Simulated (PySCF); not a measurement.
# BF2HS: the cost of one run

Programs: PySCF 2.14.0. All values are calculated, for the isolated system unless a continuum is named. Atoms count from 0, parts from 1.

### Step 1. The system as given

Each species was relaxed by itself at PBE0-D3(BJ)/def2-SVPD.

### Step 2. Reaction energy: wB97M-D3(BJ)/def2-TZVPD

Job settings and geometry (Å):

```
{"job": {"kind": "react", "xc": "wB97M-D3(BJ)", "basis": "def2-TZVPD"}, "charge": 0, "multiplicity": 1}
-1 BF2H charge 0 multiplicity 1
F     -0.587480     0.224890    -1.132800
B      0.014360    -0.041650     0.008670
F      0.196620     0.954600     0.851530
H      0.383550    -1.149560     0.270600

-1 H2S charge 0 multiplicity 1
S     -0.012210     0.615180    -0.026170
H     -0.978800    -0.326740     0.004340
H      0.970900    -0.309350     0.008090

+1 BF2HS charge 0 multiplicity 1
F     -0.922900     1.042820    -0.441030
B     -0.525940    -0.140710    -0.002040
F     -1.445160    -1.065520     0.216430
S      1.206050    -0.535120     0.302230
H      1.663570     0.679310    -0.071230

+1 H2 charge 0 multiplicity 1
H      0.379600     0.012600    -0.019330
H     -0.379600    -0.012600     0.019330
```

With the program's defaults for keys left out, this is: wB97M-D3(BJ)/def2-TZVPD reaction energy of separated species, gas phase.

Launch:

```bash
> OMP_NUM_THREADS=1 python cluster_run.py task.json out
```

This one command runs all jobs of the session in turn.

**Question.** How long does this first job take on 1 thread of AMD EPYC 7B13, shared host, and how much memory does it need?

About 11 s, with a peak of 0.6 GiB.
